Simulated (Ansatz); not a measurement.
# C2H7BSeSi: the cost of one run

Program: Ansatz 0.2.0, Gaussian basis. Level of theory: functionals in def2-TZVPP, the program's frozen cores in correlated methods. These are calculated values, not measurements.

Levels to be run: PBE-D4, r2SCAN-D4, PBE0-D4, B3LYP-D4, ωB97X-V, ωB97M-V, B2PLYP; CCSD(T)/def2-TZVPP; MP2/def2-QZVPP; extrapolation to the limit.

**1. The geometry**

The geometry comes from an earlier relaxation with PBE0-D4 in a triple-zeta def2 set; it is a stationary point, not always the lowest conformer.

SMILES `C=C([SeH])B[SiH3]`, 12 atoms, charge 0, spin multiplicity 1.

Atoms are counted from 1 here; the program's logs count them from 0.

Bond lengths: C1–C2 1.344 Å, C1–H6 1.087 Å, C1–H7 1.084 Å, C2–Se3 1.911 Å, C2–B4 1.538 Å, Se3–H8 1.466 Å, B4–Si5 2.013 Å, B4–H9 1.201 Å, Si5–H10 1.491 Å, Si5–H11 1.491 Å, Si5–H12 1.491 Å. Angles: C2–C1–H6 123.7°, C2–C1–H7 119.4°, H6–C1–H7 116.9°, C1–C2–Se3 118.4°, C1–C2–B4 118.3°, Se3–C2–B4 123.3°, C2–Se3–H8 95.2°, C2–B4–Si5 130.2°, C2–B4–H9 114.7°, Si5–B4–H9 115.1°, B4–Si5–H10 108.6°, B4–Si5–H11 116.5°, B4–Si5–H12 108.7°, H10–Si5–H11 107.6°, H10–Si5–H12 107.5°, H11–Si5–H12 107.6°.

**2. PBE-D4 (GGA)**

in.yaml

```yaml
crystal:
  periodic: [false, false, false]
  atoms:
    - {symbol: C, position_ang: [-0.922621, 1.938562, 1.004106]}
    - {symbol: C, position_ang: [-0.478733, 0.685630, 0.802861]}
    - {symbol: Se, position_ang: [-0.568673, -0.553969, 2.254210]}
    - {symbol: B, position_ang: [0.080352, 0.324186, -0.583741]}
    - {symbol: Si, position_ang: [0.861804, -1.404173, -1.259119]}
    - {symbol: H, position_ang: [-1.324819, 2.291057, 1.950754]}
    - {symbol: H, position_ang: [-0.885796, 2.653806, 0.190171]}
    - {symbol: H, position_ang: [0.035482, -1.666871, 1.515659]}
    - {symbol: H, position_ang: [0.047064, 1.216572, -1.386758]}
    - {symbol: H, position_ang: [0.057510, -1.865371, -2.427439]}
    - {symbol: H, position_ang: [0.927224, -2.529995, -0.283152]}
    - {symbol: H, position_ang: [2.248207, -1.144634, -1.743551]}
basis:
  gaussian: {orbitals: def2-TZVPP}
hamiltonian: {xc: pbe, dispersion: d4}
output: {forces: true, orbitals: {seedname: orbitals}}
```

Launch:

```bash
$ ansatz run in.yaml --threads 4 --pin off --events-out ev --progress --plain --max-ram 10444MiB
```

What time and memory should one allow on 4 threads of Arm Neoverse V1, shared host?

About 4.8 s, with a peak of 0.42 GiB.
